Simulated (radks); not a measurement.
# In²⁺ in [Kr] 4d9.5 5s1 6s0.5: an all-electron calculation

Wanted: eigenvalues, radial structure and energy terms of the indium ion In2+.

Program: radks (a radial shooting solver on a logarithmic mesh, Libxc functionals) version 1. Level of theory: scalar-relativistic Kohn-Sham, PBE, spin-polarised, spherical densities, finite nucleus; open shells are filled with parallel spins first. These are calculated values, not measurements, unless marked.

## 1. The atom as given

- element: indium (Z = 49)
- charge: +2
- electrons: 47
- configuration: [Kr] 4d9.5 5s1 6s0.5
- nuclear rms radius: 4.6156 fm

## 2. The run

The run's settings:

```text
Z 49
configuration [Kr] 4d9.5 5s1 6s0.5 5p0 5d0 7s0
relativity scalar-relativistic
functional pbe,pbe
spin polarised
nucleus finite rms 4.6156 fm
c 137.035999084
```

On the command line:

```bash
$ python run_ks.py task.json out
```

The same process makes all the runs of this session.

What does the calculation give?

The runs gave:

```
                        quantity                   value
                    total energy     -5880.06465 hartree
exchange-correlation share of it                  2.70 %
                            −T/E                  1.0423
          highest occupied level       6s up, -10.303 eV
    most extended occupied level  6s up, <r> = 5.07 bohr
 radius at density 0.001 e/bohr³               3.73 bohr
    maxima of the radial density                       5
```

What this shows: 6 principal shells are occupied and 5 maxima appear in the radial density; where shells overlap, one shows as a shoulder or not at all. −T/E is 1.042: with relativity the kinetic term as defined here no longer equals −E. This is not the tabulated ground configuration, so its levels and sizes aren't those of the ground state, and no measured value stands beside it.
